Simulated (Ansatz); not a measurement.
# LaCo (I2_13) in Ansatz: single point with LDA

Aim: the single point of LaCo with LDA.

Everything below comes from runs of Ansatz 0.2.0. Logs are shortened: lines on timing, memory, paths and dates and some standing lists are left out, and cuts for length are marked.

### Step 1. The crystal as given

The structure is cubic, space group I2_13 (No. 199). Conventional cell: a = 6.966 Å, b = 6.966 Å, c = 6.966 Å, α = 90.00°, β = 90.00°, γ = 90.00°. La (site symmetry 3) is surrounded by 4 Co at 2.62 to 2.94 Å. Co (site symmetry 3) is surrounded by 4 La at 2.62 to 2.94 Å and 3 Co at 2.96 Å.

The cell comes from a database or a generator and needn't be the stable form of this composition.

### Step 2. Single point, LDA, collinear spin, ferromagnetic start

input.yaml reads:

```yaml
crystal:
  lattice:
    - [-3.48311, 3.48311, 3.48311]
    - [3.48311, -3.48311, 3.48311]
    - [3.48311, 3.48311, -3.48311]
  atoms:
    - { symbol: La, position: [0.5, 0.0, 0.018975] }
    - { symbol: La, position: [0.0, 0.018975, 0.5] }
    - { symbol: La, position: [0.018975, 0.5, 0.0] }
    - { symbol: La, position: [0.481025, 0.481025, 0.481025] }
    - { symbol: Co, position: [0.5, 0.0, 0.58402], spin: 2.0 }
    - { symbol: Co, position: [0.0, 0.58402, 0.5], spin: 2.0 }
    - { symbol: Co, position: [0.58402, 0.5, 0.0], spin: 2.0 }
    - { symbol: Co, position: [0.91598, 0.91598, 0.91598], spin: 2.0 }
hamiltonian:
  xc: lda
  pseudopotentials: { kind: paw }
magnetization:
  spin_polarized: true
kpoints:
  mp_grid: { grid: [6, 6, 6] }
scf:
  occupations: { method: gaussian, width: 0.05 }
output:
  forces: true
  stress: true
  eigenvalues: true
```

Potentials or basis: Ansatz PAW.

Launch:

```sh
$ ansatz run input.yaml --threads 4 --pin off --max-ram 11264MiB --backend cpu --events-out ev --progress --plain --runs-dir out
```

Output:

```text
Warning: RAYON_NUM_THREADS=4 ignored (pool sized by the plan → 4); use --threads N
Engine: ansatz 0.2.0, x86_64-unknown-linux-gnu
Pseudopotentials: kind: paw
Pseudopotential: La, paw, valence charge 11, recommended cutoff 420 eV (normal), La.paw.azcp
Pseudopotential: Co, paw, valence charge 17, recommended cutoff 420 eV (normal), Co.paw.azcp
Functional definition: SPW92
  exchange = slater_x
  correlation = pw_c
Crystal: 8 atoms, lattice volume = 169.029 Å³
Basis set: ecut = 420 eV, 3319 PW (Γ)
Bands: 72, of which v1, the nominal top of the filled ones, is band 56 counted from 1 (55 counted from 0)
Symmetry: 12 space group operations
Space group: I213 (ITA 199), of the structure as read, at distance tolerance 5.5e-5 Å
Magnetic group: BNS 199.12 (UNI 1514), of the structure as read, at distance tolerance 5.5e-5 Å
k-points: 18 of 216 (time reversal used)
Non-local potential: La, projectors of the file, l = 0: 3, l = 1: 2, l = 2: 2, l = 3: 3
Non-local potential: Co, projectors of the file, l = 0: 3, l = 1: 2, l = 2: 3, l = 3: 1
PAW form: soft (Blöchl's): semilocal exchange-correlation on the pseudo side does not see the compensation charge
PAW frozen core: La, regenerated for the run's functional, and the local potential with it (the file was generated under x = pbe(κ = 0.804, μ = 0.2195149727645171), c = pbe(β = 0.06672455060314922))
PAW frozen core: Co, regenerated for the run's functional, and the local potential with it (the file was generated under x = pbe(κ = 0.804, μ = 0.2195149727645171), c = pbe(β = 0.06672455060314922))
PAW one-centre angular grid: La, 590 points (default); XC on 64 Gauss nodes
PAW one-centre angular grid: Co, 590 points (default); XC on 64 Gauss nodes
Initial density: superposition of atomic densities (chi_scale 0.1, normalization cell, long waves kept (reshape's long-wave potential 0.00 eV rms))
Starting moments: Σ|m| = 8 μB on 4 of 8 sites
Initial wavefunctions: pseudopotential atomic-orbital guess
Functional: x = slater, c = lda
SCF iter   1: F=—  HF=-44560.594299 eV  |F-HF|=—  |Δ(HF+E_count)|=         —  Δρ=1.15e-1 (↑1.15e-1 ↓7.57e-2)  dr2=4.83e1  dr2_m=8.10e-1  M=5.494 μB ∫|m|=7.556 μB  β_m=0.30  ethr=3.10e-3  ⟨swp⟩=6.9  Hψ=11731  notcnv=0  defer=1
Mixer restart at iter 1: flushing history
preconditioner: auto → Kerker (q_TF=auto, 2.547 Å⁻¹)  [metal: Δε(μ)=0.008 eV  Ē_g=7.949 eV  σ=0.050 eV  W_gap=0.08  n_scr=42 (ndim 8)  ℏωp=24.2 eV  f_vac=0.000  D(μ)=15.81/eV (n_scr^D=200)]
spin=Collinear: Kerker preconditioning applied to the charge; magnetization (m = ρ↑ − ρ↓) channel mixes plain (no charge-response kernel on spin).
SCF iter   2: F=—  HF=-44547.529547 eV  |F-HF|=—  |Δ(HF+E_count)|=    1.31e1  Δρ=3.98e-2 (↑1.48e-2 ↓3.98e-2)  dr2=1.16e0  dr2_m=6.65e-1  M=5.553 μB ∫|m|=6.614 μB  β_m=0.29  ethr=3.10e-3  ⟨swp⟩=4.2  Hψ=6716  notcnv=0  defer=294
[... 10 lines left out ...]
SCF iter  13: F=—  HF=-44554.847479 eV  |F-HF|=—  |Δ(HF+E_count)|=   4.39e-4  Δρ=3.60e-4 (↑3.60e-4 ↓2.43e-4)  dr2=5.04e-4  dr2_m=7.70e-6  M=-0.620 μB ∫|m|=1.142 μB  β_m=0.82  ethr=3.62e-7  ⟨swp⟩=2.1  Hψ=3516  notcnv=0  defer=328
SCF iter  14: F=—  HF=-44554.847478 eV  |F-HF|=—  |Δ(HF+E_count)|=   7.44e-7  Δρ=2.59e-4 (↑1.26e-4 ↓2.59e-4)  dr2=2.75e-5  dr2_m=5.65e-5  M=-0.620 μB ∫|m|=1.146 μB  β_m=0.91  ethr=3.62e-7  ⟨swp⟩=2.0  Hψ=3513  notcnv=0  defer=328
SCF iter  15: F=—  HF=-44554.847487 eV  |F-HF|=—  |Δ(HF+E_count)|=   9.48e-6  Δρ=4.52e-5 (↑2.36e-5 ↓4.52e-5)  dr2=1.47e-6  dr2_m=1.75e-6  M=-0.623 μB ∫|m|=1.153 μB  β_m=0.90  ethr=2.46e-8  ⟨swp⟩=2.0  Hψ=3882  notcnv=0  defer=328
SCF iter  16: F=—  HF=-44554.847488 eV  |F-HF|=—  |Δ(HF+E_count)|=   9.09e-7  Δρ=2.16e-5 (↑2.16e-5 ↓6.80e-6)  dr2=1.12e-6  dr2_m=8.81e-8  M=-0.623 μB ∫|m|=1.155 μB  β_m=0.95  ethr=1.31e-9  ⟨swp⟩=2.0  Hψ=4059  notcnv=0  defer=328
SCF iter  17: F=—  HF=-44554.847489 eV  |F-HF|=—  |Δ(HF+E_count)|=   2.61e-7  Δρ=5.31e-6 (↑1.60e-6 ↓5.31e-6)  dr2=2.21e-8  dr2_m=1.74e-8  M=-0.623 μB ∫|m|=1.153 μB  β_m=0.97  ethr=1.00e-9  ⟨swp⟩=2.0  Hψ=3450  notcnv=0  defer=328
SCF iter  18: F=—  HF=-44554.847489 eV  |F-HF|=—  |Δ(HF+E_count)|=   2.61e-9  Δρ=8.10e-7 (↑3.35e-7 ↓8.10e-7)  dr2=1.62e-9  dr2_m=1.03e-10  M=-0.623 μB ∫|m|=1.153 μB  β_m=0.99  ethr=1.97e-11  ⟨swp⟩=2.0  Hψ=4534  notcnv=0  defer=328
SCF iter  19: F=-44554.847489 eV  HF=-44554.847489 eV  |F-HF|=8.00e-11  |Δ(HF+E_count)|=  6.55e-10  Δρ=1.53e-7 (↑1.53e-7 ↓8.97e-8)  dr2=9.69e-11  dr2_m=1.90e-12  M=-0.623 μB ∫|m|=1.153 μB  ethr=1.44e-12  ⟨swp⟩=14.6  Hψ=12543  notcnv=0
SCF 1 converged in 19 iterations: F = -44554.847489 eV  dr2 = 9.69e-11
SCF converged after 19 iterations
Magnetization: -0.6229 μB (55.6886 up, 56.3114 down)
Absolute magnetization: 1.1531 μB (∫|ρ↑−ρ↓|, with the PAW one-centre terms)
Spin contamination: 0.0262 ħ² per cell (⟨S²⟩ above its minimum at these occupations)
Per-site moments (μB) at R_I (Å): [(0.020920233045766155, 1.0824207222987714), (0.02092023304576637, 1.0824207222987714), (0.020920233045766443, 1.0824207222987714), (0.02092023304576638, 1.0824207222987718), (-0.2182496252406065, 1.0824207222987714), (-0.21824962524060695, 1.0824207222987714), (-0.218249625240607, 1.0824207222987714), (-0.21824962524060706, 1.0824207222987718)]
Free energy (F): -44554.847489 eV
Harris-Foulkes:  -44554.847489 eV  (|F-HF|=8.00e-11)
Internal energy: -44554.836642 eV  (E = F + TS)
E sigma→0 (E₀):  -44554.842065 eV
Entropy (-TS):   -0.010847 eV (-1.356 meV/atom)
Fermi energy:    13.891139 eV
--- Per-component energies (eV) ---
  E_band       = -1245.618489
  E_kinetic    = 2612.388912
  E_local      = -16886.063875  (includes V_loc(G=0)·N_el)
  E_nonlocal   = 2261.148929
  E_hartree    = 7222.378819
  E_xc         = -1184.114718
  E_vxc        = -1408.544413  (∫ρ·V_xc dr)
  E_paw        = -26810.650177  (= ΣΔE_a)
  E_vpaw       = -2269.307347  (= ΣTr[D̂ρ^β])
  E_aug_tail   = 0.000094  (compensation charges beyond the density's cutoff)
  E_ewald      = -11772.888494
  E_core_change = 2.963868  (= ΣΔE_core)
  E_smearing   = -0.010847  (= −TS)
  E_closure    = -0.000000  (closes the sum)
  Σ components = -44554.847489   (vs F -44554.847489, Δ=0.00e0)
--- Forces (eV/Å), atoms counted from 1 ---
  atom   1  La    -0.25387834    -0.25387834     0.25387834
  atom   2  La    -0.25387834     0.25387834    -0.25387834
  atom   3  La     0.25387834    -0.25387834    -0.25387834
  atom   4  La     0.25387834     0.25387834     0.25387834
  atom   5  Co     0.11914963     0.11914963    -0.11914963
  atom   6  Co     0.11914963    -0.11914963     0.11914963
  atom   7  Co    -0.11914963     0.11914963     0.11914963
  atom   8  Co    -0.11914963    -0.11914963    -0.11914963
  max |Σ_I F_I| component: 9.71e-17 eV/Å
--- Stress (GPa, compression-positive) ---
       -7.210048       0.000000      -0.000000
        0.000000      -7.210048       0.000000
       -0.000000      -0.000000      -7.210048
  P = ⅓ Tr σ = -7.2100 GPa (-72.100 kbar)
--- Band table (eV; the first three rows and the last of 36) ---
  k-point 0 ↑: bands = ["-79.1293", "-79.1275", "-79.1275", "-79.1275", "-42.8993", "-42.8945", "-42.8945", "-42.8945", "-42.8563", "-42.8563", "-42.8498", "-42.8498", "-42.8498", "-42.8397", "-42.8397", "-42.8397", "-18.1897", "-17.8547", "-17.8547", "-17.8547", "-2.5487", "-2.5119", "-2.5119", "-2.5119", "-2.4984", "-2.4984", "-1.2421", "-1.2421", "-1.2421", "-0.9181", "-0.9181", "-0.9181", "9.3890", "10.3478", "10.3478", "10.3478", "11.5127", "11.5127", "12.1749", "12.1749", "12.1749", "12.6430", "12.7711", "12.7711", "12.8684", "12.8684", "12.8684", "13.3900", "13.3900", "13.3900", "13.7921", "13.7921", "13.7921", "13.9488", "13.9488", "13.9488", "15.1049", "15.1049", "15.3729", "15.3729", "15.3729", "15.9284", "15.9284", "15.9806", "16.4532", "16.4532", "16.4532", "16.6560", "16.6560", "16.6560", "16.6846", "16.7457"]
  k-point 1 ↑: bands = ["-79.1293", "-79.1279", "-79.1275", "-79.1272", "-42.8992", "-42.8956", "-42.8945", "-42.8935", "-42.8563", "-42.8562", "-42.8517", "-42.8498", "-42.8477", "-42.8400", "-42.8398", "-42.8397", "-18.1686", "-17.8866", "-17.8628", "-17.8365", "-2.5439", "-2.5082", "-2.4662", "-2.4513", "-2.4205", "-2.4087", "-1.3607", "-1.3315", "-1.2266", "-1.0413", "-1.0128", "-0.9376", "9.6993", "10.4491", "10.5635", "10.6401", "11.6198", "11.6858", "12.1296", "12.2567", "12.4127", "12.5937", "12.6857", "12.7977", "12.9017", "12.9912", "13.0021", "13.3349", "13.3424", "13.4169", "13.6507", "13.7269", "13.7352", "13.8455", "13.9203", "13.9898", "14.8462", "14.9629", "15.1968", "15.2927", "15.5529", "15.7086", "15.7920", "15.8950", "16.4405", "16.4790", "16.4887", "16.6171", "16.6253", "16.6601", "16.6646", "16.6762"]
  k-point 2 ↑: bands = ["-79.1291", "-79.1282", "-79.1275", "-79.1270", "-42.8988", "-42.8966", "-42.8945", "-42.8927", "-42.8562", "-42.8561", "-42.8531", "-42.8499", "-42.8457", "-42.8409", "-42.8398", "-42.8397", "-18.1120", "-17.9435", "-17.8747", "-17.8258", "-2.5650", "-2.5121", "-2.3174", "-2.2703", "-2.1921", "-2.1612", "-1.6361", "-1.5533", "-1.3547", "-1.2890", "-1.1503", "-0.9965", "10.4588", "10.8933", "11.0834", "11.1916", "11.8848", "11.9985", "12.2371", "12.4738", "12.5313", "12.5493", "12.6982", "12.7463", "13.0243", "13.0778", "13.1813", "13.2527", "13.2991", "13.3454", "13.4309", "13.6082", "13.6557", "13.7213", "13.8350", "13.9219", "14.5890", "14.6216", "14.8978", "14.9934", "15.0822", "15.4568", "15.6356", "15.9754", "16.1884", "16.3016", "16.3863", "16.4482", "16.4956", "16.5381", "16.5806", "16.6432"]
  k-point 17 ↓: bands = ["-79.3688", "-79.3688", "-79.3688", "-79.3670", "-43.1193", "-43.1193", "-43.1193", "-43.1126", "-43.0952", "-43.0952", "-43.0952", "-43.0838", "-43.0838", "-43.0838", "-43.0790", "-43.0790", "-17.9993", "-17.9993", "-17.9993", "-17.6793", "-2.7887", "-2.7887", "-2.7887", "-2.2882", "-2.2882", "-2.2882", "-1.1508", "-1.0680", "-1.0680", "-1.0680", "-1.0200", "-1.0200", "11.9070", "11.9070", "11.9070", "12.2012", "12.2012", "12.2012", "12.3076", "12.3076", "12.3076", "12.5255", "12.5255", "12.5255", "12.9253", "12.9253", "12.9253", "12.9995", "12.9995", "13.2855", "13.3111", "13.3111", "13.3111", "13.4100", "13.4100", "13.4100", "13.5420", "13.5420", "14.0962", "14.0962", "14.0962", "14.8788", "15.1741", "15.1741", "15.1741", "16.4199", "16.4511", "16.4511", "16.4511", "16.7121", "16.7121", "16.7121"]
```

It took 13 s on 4 threads of Intel Xeon 6975P-C (Granite Rapids), shared host; peak memory 0.84 GiB.

Results:

```
Free energy            : -44554.8475 eV
Pressure               : -7.2 GPa
Largest force          : 0.440 eV/Å
Band gap on the k mesh : none (metal or under the smearing width)
Net moment             : -0.62 μB per cell
Absolute moment        : 1.15 μB per cell
Site moments           : La +0.02; Co -0.22 μB
```

Forces on the atoms (eV/Å):
```
La  -0.254 -0.254  0.254
La  -0.254  0.254 -0.254
La   0.254 -0.254 -0.254
La   0.254  0.254  0.254
Co   0.119  0.119 -0.119
Co   0.119 -0.119  0.119
Co  -0.119  0.119  0.119
Co  -0.119 -0.119 -0.119
```

Caveat: the PAW data sets come from PBE, with cores solved anew for the run's functional, which leaves a small shift of forces and pressure; the starting moments weren't kept.
